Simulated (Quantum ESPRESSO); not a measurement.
Crystal: Ti3Se.

```
Se Ti
1.0
     3.19745    0.00000    0.00000
    -1.59872    2.76907    0.00000
     0.00000    0.00000    7.94275
Se Ti
1 3
Direct
  0.00000 0.00000 0.00000
  0.66667 0.33333 0.50000
  0.33333 0.66667 0.77290
  0.33333 0.66667 0.22710
```

The cell comes from a database or a generator and needn't be the stable form of this composition.

Program: Quantum ESPRESSO 7.5. Alike in all runs: no spin polarisation; cell as given; smearing fermi-dirac 0.05 eV. Hardware: 2 MPI ranks on Arm Neoverse V2 (shared host).

**Question.** Order these runs on this cell by their wall time, lowest first.
A. task band structure; level r2SCAN; potentials or basis SG15 PBE 1.2; k mesh 8 × 8 × 3; cutoff (eV) 952; SCF threshold 1e-08 Ry; symmetry off
B. task single point; level PBEsol; potentials or basis GBRV 1.5 PBEsol; k mesh 10 × 10 × 4; cutoff (eV) 612; SCF threshold 8e-10 Ry
C. task band structure; level PBEsol; potentials or basis GBRV 1.5 PBEsol; k mesh 10 × 10 × 4; cutoff (eV) 612; SCF threshold 8e-10 Ry

**Answer.** B (61 s), C (120 s), A (990 s).
